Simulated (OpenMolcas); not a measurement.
# Two attempts at AlCl3 (aluminium trichloride (monomer))

Aim: the energy of AlCl3 (aluminium trichloride (monomer)) at M06/cc-pCVDZ (RICD fitting, PCM chlorobenzene).

The results are computed with OpenMolcas 26.06.

2 further runs of the same task are left out: 1 that didn't finish, 1 set aside as unsound or not needed.

**1. The system as given**

AlCl3 has 4 atoms, charge 0, and is taken as a singlet. As SMILES, `[Cl][Al]([Cl])[Cl]`. All atoms were displaced at random from a relaxed shape.

Bond lengths: Cl1–Al2 2.023 Å, Al2–Cl3 1.999 Å, Al2–Cl4 2.071 Å. Angles: Cl1–Al2–Cl3 120.6°, Cl1–Al2–Cl4 117.5°, Cl3–Al2–Cl4 121.8°.

**2. First attempt**

Input file test.input:

```
&GATEWAY
 BasLib = $CurrDir
 Coord
 4
 angstrom
 Cl      -1.119420      -0.106450       1.690130
 Al      -0.371800       1.317890      -1.319520
 Cl       1.690350      -1.111440      -0.170720
 Cl      -0.571800       1.217890      -1.519520
 Basis = cc-pCVDZ
 Group = Full
 RICD
 aCD
 RF-Input
 PCM-Model
 Solvent=chlorobenzene
 End of RF-Input

&SEWARD

&SCF
 KSDFT = M06
 Iterations = 86
 PrOrbitals = 1 1
```

The basis set cc-pCVDZ is read from a file made from the Basis Set Exchange's data (not shown).

Command:

```
$ export MOLCAS_MEM=1860
$ pymolcas test.input > test.log
```

Standard output:

```text
--- Start Module: gateway ---
[...]
--- Stop Module: gateway /rc=_RC_ALL_IS_WELL_ ---
--- Start Module: seward ---
[...]
      Basis functions          108
--- Stop Module: seward /rc=_RC_ALL_IS_WELL_ ---
[...]
--- Start Module: scf ---
[...]
       Convergence after  72 Iterations
[...]
::    Total KS-DFT energy                           -1546.5112820699
[...]
      Total spin, S                                     0.0000000000
[...]
      Total electronic charge=   64.000000
      Total            charge=   -0.000000
[...]
      Dipole Moment (debye):
      Origin of the operator (angstrom)=   -0.0763    0.2696   -0.2700
                   X= -3.6821E+00               Y=  8.2705E+00               Z= -1.0067E+01           Total=  1.3539E+01
      Quadrupole Moment (debye*angstrom):
[...]
--- Stop Module: scf /rc=_RC_ALL_IS_WELL_ ---
[...]
```

Wall time 63 s (1 thread of Arm Neoverse V2, shared host).

**3. What went wrong**

The run finished; that doesn't make the result usable.

What is wrong: two atoms lie on top of or far too near each other. As the program read them, the closest atoms are 0.30 Å apart, against 2.00 Å in the sound input.

**4. Try two**

Input file test.inp:

```
&GATEWAY
 BasLib=$CurrDir
 Coord
 4
 angstrom
 Cl      -1.068649      -0.053204       1.681159
 Al       0.011776      -0.028200      -0.028738
 Cl       1.669362      -1.131833      -0.200161
 Cl      -0.595881       1.270707      -1.523386
 Basis=cc-pCVDZ
 Group=Full
 RICD
 aCD
 RF-Input
 PCM-Model
 Solvent=chlorobenzene
 End of RF-Input

&SEWARD

&SCF
 KSDFT=M06
 PrOrbitals=1
```

The basis set cc-pCVDZ is read from a file made from the Basis Set Exchange's data (not shown).

Command:

```
$ export MOLCAS_MEM=1860
$ pymolcas test.inp > test.log
```

Standard output:

```text
--- Start Module: gateway ---
[...]
--- Stop Module: gateway /rc=_RC_ALL_IS_WELL_ ---
--- Start Module: seward ---
[...]
      Basis functions          108
--- Stop Module: seward /rc=_RC_ALL_IS_WELL_ ---
[...]
--- Start Module: scf ---
[...]
       Convergence after  10 Iterations
[...]
::    Total KS-DFT energy                           -1623.2110041933
[...]
      Total spin, S                                     0.0000000000
[...]
      Total electronic charge=   64.000000
      Total            charge=   -0.000000
[...]
      Dipole Moment (debye):
      Origin of the operator (angstrom)=    0.0037    0.0169   -0.0171
                   X=  1.8301E-01               Y= -4.8847E-01               Z=  1.9587E-02           Total=  5.2199E-01
      Quadrupole Moment (debye*angstrom):
[...]
--- Stop Module: scf /rc=_RC_ALL_IS_WELL_ ---
[...]
```

Wall time 12 s (1 thread of Arm Neoverse V2, shared host).

**5. What came out**

At M06/cc-pCVDZ (RICD fitting, PCM chlorobenzene):

| quantity | value |
| --- | --- |
| total energy | -1623.21100 Eh |
| HOMO energy | -9.11 eV |
| LUMO energy | -0.67 eV |
| HOMO–LUMO gap | 8.43 eV |

In words: The first attempt's energy was +2087.106 eV off this one.
